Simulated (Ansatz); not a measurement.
# CH6BIOSi: the cost of one run

Computed with Ansatz 0.2.0, Gaussian basis. Level: functionals in def2-TZVPP, the program's frozen cores in correlated methods.

The runs, in order: PBE-D4, r2SCAN-D4, PBE0-D4, B3LYP-D4, ωB97X-V, ωB97M-V, B2PLYP; CCSD(T)/def2-TZVPP; MP2/def2-QZVPP; extrapolation to the limit.

### Step 1. Structure used throughout

An earlier PBE0-D4 in a triple-zeta def2 set relaxation fixed the geometry. I takes the def2 core potential; no spin-orbit term is included.

SMILES `OB([SiH3])CI`, 11 atoms, charge 0, spin multiplicity 1.

Atoms are counted from 1 here; the program's logs count them from 0.

Bond lengths: O1–B2 1.358 Å, O1–H6 0.960 Å, B2–Si3 2.037 Å, B2–C4 1.567 Å, Si3–H7 1.491 Å, Si3–H8 1.494 Å, Si3–H9 1.487 Å, C4–I5 2.158 Å, C4–H10 1.089 Å, C4–H11 1.087 Å. Angles: B2–O1–H6 114.7°, O1–B2–Si3 122.6°, O1–B2–C4 115.8°, Si3–B2–C4 121.5°, B2–Si3–H7 111.3°, B2–Si3–H8 109.3°, B2–Si3–H9 112.6°, H7–Si3–H8 106.6°, H7–Si3–H9 108.8°, H8–Si3–H9 107.9°, B2–C4–I5 98.3°, B2–C4–H10 116.2°, B2–C4–H11 117.3°, I5–C4–H10 106.5°, I5–C4–H11 104.7°, H10–C4–H11 111.6°.

As a file:

```tsv
atom	x (Å)	y (Å)	z (Å)
O1	-1.62636	0.90256	0.26630
B2	-0.53825	0.15717	-0.05907
Si3	0.88332	-0.36322	1.30405
C4	-0.43351	-0.27982	-1.56069
I5	0.99886	1.19524	-2.21570
H6	-1.63848	1.21978	1.17205
H7	1.31779	0.81361	2.11024
H8	0.30869	-1.35141	2.26562
H9	2.07965	-0.98162	0.67388
H10	-1.32622	-0.13380	-2.16628
H11	0.03981	-1.23550	-1.76970
```

### Step 2. PBE-D4 (GGA)

The input, in.yaml:

```yaml
crystal:
  periodic: [false, false, false]
  atoms:
    - {symbol: O, position_ang: [-1.626357, 0.902565, 0.266303]}
    - {symbol: B, position_ang: [-0.538253, 0.157174, -0.059074]}
    - {symbol: Si, position_ang: [0.883319, -0.363220, 1.304047]}
    - {symbol: C, position_ang: [-0.433510, -0.279817, -1.560692]}
    - {symbol: I, position_ang: [0.998857, 1.195244, -2.215702]}
    - {symbol: H, position_ang: [-1.638481, 1.219775, 1.172053]}
    - {symbol: H, position_ang: [1.317790, 0.813611, 2.110245]}
    - {symbol: H, position_ang: [0.308695, -1.351412, 2.265619]}
    - {symbol: H, position_ang: [2.079647, -0.981624, 0.673885]}
    - {symbol: H, position_ang: [-1.326222, -0.133797, -2.166281]}
    - {symbol: H, position_ang: [0.039812, -1.235498, -1.769701]}
basis:
  gaussian: {orbitals: def2-TZVPP}
hamiltonian: {xc: pbe, dispersion: d4}
output: {forces: true, orbitals: {seedname: orbitals}}
```

Launch:

```console
> ansatz run in.yaml --threads 4 --pin off --events-out ev --progress --plain --max-ram 10444MiB
```

**Question.** How long does this run take on 4 threads of Arm Neoverse V1, shared host, and how much memory does it need?

About 3.1 s, with a peak of 0.38 GiB.
